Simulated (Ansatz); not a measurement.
## TiNF, space group Pmmn: cell relaxations under several functionals

Run with Ansatz's Python interface.

`run_lattice.py`:
```python
"""How the lattice of TiNF depends on the functional."""

import argparse

import ansatz as az
from ase import Atoms
import numpy as np

parser = argparse.ArgumentParser(description="How the lattice of TiNF depends on the functional.")
parser.add_argument("--cutoff-ev", type=float, default=530.0, help="plane-wave cutoff (eV)")
parser.add_argument("--kmesh", type=int, nargs=3, default=[4, 3, 2], help="k-point sampling")
parser.add_argument("--width-ev", type=float, default=0.05, help="smearing width (eV)")
parser.add_argument("--max-iterations", type=int, required=True, help="most SCF iterations")
parser.add_argument("--extra-bands", type=int, default=12, help="empty bands")
parser.add_argument("--fmax", type=float, required=True, help="force threshold (eV/A)")
args = parser.parse_args()

def edges_and_angles(cell):
    cell = np.asarray(cell)
    a, b, c = np.linalg.norm(cell, axis=1)
    cosines = cell[1] @ cell[2] / (b * c), cell[0] @ cell[2] / (a * c), cell[0] @ cell[1] / (a * b)
    return (a, b, c, *np.degrees(np.arccos(cosines)))

atoms = Atoms(
    ["Ti", "Ti", "N", "N", "F", "F"],
    scaled_positions=[
        [0.5, 0.0, 0.895914],
        [0.0, 0.5, 0.104086],
        [0.5, 0.5, 0.939316],
        [0.0, 0.0, 0.060684],
        [0.0, 0.0, 0.724624],
        [0.5, 0.5, 0.275376],
    ],
    cell=[
        [3.062004, 0.0, 0.0],
        [0.0, 3.964387, 0.0],
        [0.0, 0.0, 7.870826],
    ],
    pbc=True,
)
structure = az.Crystal.from_ase(atoms)

calc = (
    structure.calculation()
    .basis(args.cutoff_ev, density_ratio=4)  # plane waves up to this kinetic energy
    .kpoints(*args.kmesh)  # the mesh must be finer for metals
    .occupations(az.OccupationsMethod.FERMI_DIRAC, width=args.width_ev)  # the run then minimises F = E - TS
    .scf(max_iterations=args.max_iterations, extra_bands=args.extra_bands, lower_state_search="standard")
    .relax(cell=True, force_tolerance=args.fmax, max_displacement=0.05)  # relax until the tolerances are met
)

levels = [("pbesol", "none"), ("pbesol", "d3bj"), ("blyp", "d3bj")]
print("level            a       b       c    alpha   beta  gamma  V/atom  steps")
for name, dispersion in levels:
    seen = []
    run = calc.functional(name, dispersion=dispersion).session().plan()
    out = run.execute(on_event=lambda e: seen.append(e) if e["event"] == "relax_step" else None)
    cell = out.lattice.cell_ang
    label = name if dispersion == "none" else f"{name}+{dispersion}"
    print("{:13s} {:7.4f} {:7.4f} {:7.4f} {:6.2f} {:6.2f} {:6.2f}".format(label, *edges_and_angles(cell)), f"{abs(np.linalg.det(cell)) / len(out.lattice.sites):7.3f} {len(seen):5d}")
```

```console
$ python run_lattice.py --max-iterations 150 --fmax 0.05
level            a       b       c    alpha   beta  gamma  V/atom  steps
pbesol         3.0373  3.8998  6.1968  90.00  90.00  90.00  12.233    21
pbesol+d3bj    3.0324  3.8790  5.6263  90.00  90.00  90.00  11.030    21
blyp+d3bj      3.0820  3.9036  5.5703  90.00  90.00  90.00  11.169    24
```

From smallest to largest: PBEsol+D3BJ (11.03 Å³ an atom, -30.7 % against the start), BLYP+D3BJ (11.17 Å³ an atom, -29.9 % against the start) and PBEsol (12.23 Å³ an atom, -23.2 % against the start). The spread is 10.9 % in volume.

Reading the output:
- The settings weren't tested for convergence.
- Spin is left out of this run.
- The structure comes from a database of computed cells and needn't be a stable or known phase.
- Wall time of the script: 3.7 min on 1 thread of Arm Neoverse V2, on a shared host, peak memory 0.49 GiB.

(A comment or docstring line of the script was reworded after the run, the code is as it ran.)
